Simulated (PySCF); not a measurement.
# C4H6BS−: electronic excitations and core binding energies

Wanted: the electronic excitations and core binding energies of C4H6BS− (`[BH3-]c1cccs1`), by calculation.

Programs: PySCF 2.14.0, with density-fitted response routines of our own. Each step states its level of theory. These are calculated values for one molecule in the gas phase, unless marked as measured. Atoms are numbered from 0 throughout.

### Step 1. Starting geometry

12 atoms, charge -1, multiplicity 1; geometry from: GFN2-xTB.

Bonds of the start (Å): B0–C1 1.61, C1–C2 1.36, C2–C3 1.42, C3–C4 1.36, C4–S5 1.73, S5–C1 1.75, B0–H6 1.21, B0–H7 1.22, B0–H8 1.22, C2–H9 1.08, C3–H10 1.08, C4–H11 1.07.

### Step 2. Ultraviolet spectrum: PBE0/def2-SVPD

The job: settings as JSON, then the geometry in Å.

```
{"job": {"kind": "uv", "xc": "PBE0", "basis": "def2-SVPD", "nstates": 8, "ntriplets": 3}, "charge": -1, "multiplicity": 1}
B     -2.092587     0.191127     0.097451
C     -0.480453     0.140353     0.107517
C      0.369016    -0.787637    -0.421214
C      1.749852    -0.510708    -0.281968
C      1.979610     0.655193     0.371224
S      0.483807     1.414141     0.814140
H     -2.507394     0.808210     1.058130
H     -2.437485     0.748771    -0.932383
H     -2.515223    -0.951357     0.102828
H      0.001404    -1.675585    -0.912625
H      2.536428    -1.154676    -0.652446
H      2.914223     1.121481     0.623318
```

Method: TDDFT PBE0/def2-SVPD, vertical, gas phase, core orbitals frozen in the response.

Launch:

```sh
$ OMP_NUM_THREADS=1 python probes_run.py task.json out
```

One launch serves the whole session: the jobs run in the order shown.

**Question.** This job is followed by: delta-SCF UKS SCAN, pcX-2 on the ionised atom, pcseg-1 elsewhere, spin-free X2C. Predict these results of the whole session: lowest singlet (PBE0/def2-SVPD); brightest single state of those computed; lowest triplet; C1s binding energies, SCAN/pcX-2 (standing for 3 of 4 atoms); B1s binding energies, SCAN/pcX-2; S1s binding energies, SCAN/pcX-2; S2p binding energies, SCAN/pcX-2.

**Answer**, as computed:

| quantity | value |
| --- | --- |
| lowest singlet (PBE0/def2-SVPD) | 4.65 eV (266 nm), f = 0.007 |
| brightest single state of those computed | state 2, 4.95 eV, f = 0.147 |
| lowest triplet | 3.50 eV |
| C1s binding energies, SCAN/pcX-2 (standing for 3 of 4 atoms) | C3 285.88, C4 285.85, C2 285.13 eV |
| B1s binding energies, SCAN/pcX-2 | B0 187.80 eV |
| S1s binding energies, SCAN/pcX-2 | S5 2472.84 eV |
| S2p binding energies, SCAN/pcX-2 | S5 165.32 eV |

**Reading.** The first singlet state (HOMO→LUMO 0.97) lies at 4.65 eV and is weak; of the 8 states computed, the strongest absorption comes from state 2 at 4.95 eV. The lowest triplet lies 1.16 eV below the lowest singlet (triplets in Tamm-Dancoff, singlets in full TDDFT). The lowest singlet lies above −ε(HOMO); no detachment energy was computed, so the anion's states may not be bound. The C1s levels kept as sound span 0.75 eV, from C2 (aromatic CH) up to C3 (aromatic CH). Only 3 of the 4 C atoms are covered by sound results.
